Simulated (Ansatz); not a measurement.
# C2H8AlFO2: the cost of one run

Program: Ansatz 0.2.0. Level of theory: UKS PBE-D4/STO-3G. These are calculated values, not measurements.

## Step 1: The structure to begin with

Bond lengths: Al1–O2 2.180 Å, O2–C3 1.398 Å, Al1–C4 1.971 Å, Al1–O5 1.637 Å, Al1–F7 2.112 Å, C3–H8 1.094 Å, C3–H9 1.095 Å, C3–H10 1.092 Å, C4–H11 1.090 Å, C4–H12 1.090 Å, C4–H13 1.089 Å, O5–H14 0.945 Å. Angles (14 of 20 angles, heavy atoms first): Al1–O2–C3 139.0°, O2–Al1–C4 105.8°, O2–Al1–O5 113.1°, O2–Al1–F7 68.8°, C4–Al1–O5 132.5°, C4–Al1–F7 111.5°, O5–Al1–F7 107.4°, O2–C3–H8 112.3°, O2–C3–H9 109.1°, O2–C3–H10 109.0°, Al1–C4–H11 113.1°, Al1–C4–H12 109.8°, Al1–C4–H13 111.2°, Al1–O5–H14 175.6°.

Structure file:

```xyz
14

Al   -0.6851    0.7619   -0.0434
O     0.8687   -0.7573    0.1341
C     1.2360   -1.7966    0.9942
C    -0.8997    1.0891   -1.9754
O    -1.7510    0.7396    1.1991
H     1.2236    0.4028    0.5158
F     1.1157    1.5904    0.6852
H     0.9282   -1.6097    2.0274
H     2.3235   -1.9182    0.9656
H     0.7676   -2.7226    0.6532
H    -1.4649    1.9945   -2.1948
H     0.0795    1.1842   -2.4456
H    -1.4142    0.2609   -2.4612
H    -2.3279    0.7810    1.9458
```

## Step 2: Run 1

150 steps of 0.5 fs at constant energy, with velocities drawn for 100 K.

input.yaml reads:

```yaml
crystal:
  periodic: [false, false, false]
  atoms:
    - { symbol: Al, position_ang: [-0.6851, 0.7619, -0.0434] }
    - { symbol: O, position_ang: [0.8687, -0.7573, 0.1341] }
    - { symbol: C, position_ang: [1.236, -1.7966, 0.9942] }
    - { symbol: C, position_ang: [-0.8997, 1.0891, -1.9754] }
    - { symbol: O, position_ang: [-1.751, 0.7396, 1.1991] }
    - { symbol: H, position_ang: [1.2236, 0.4028, 0.5158] }
    - { symbol: F, position_ang: [1.1157, 1.5904, 0.6852] }
    - { symbol: H, position_ang: [0.9282, -1.6097, 2.0274] }
    - { symbol: H, position_ang: [2.3235, -1.9182, 0.9656] }
    - { symbol: H, position_ang: [0.7676, -2.7226, 0.6532] }
    - { symbol: H, position_ang: [-1.4649, 1.9945, -2.1948] }
    - { symbol: H, position_ang: [0.0795, 1.1842, -2.4456] }
    - { symbol: H, position_ang: [-1.4142, 0.2609, -2.4612] }
    - { symbol: H, position_ang: [-2.3279, 0.781, 1.9458] }
magnetization:
  spin_polarized: true
basis:
  gaussian: { orbitals: STO-3G }
hamiltonian:
  xc: pbe
  dispersion: d4
md:
  timestep: 0.5
  n_steps: 150
  ensemble: nve
  temperature: 100.0
  initial_velocities: maxwell_boltzmann
  seed: 738279
```

Run with:

```sh
$ ansatz run input.yaml --threads 1 --pin off --max-ram 2048MiB --backend cpu --events-out ev --progress --plain --runs-dir out
```

Q: Estimate wall time and peak memory on 1 thread of Arm Neoverse V1, shared host.

About 12 min, with a peak of 0.13 GiB.
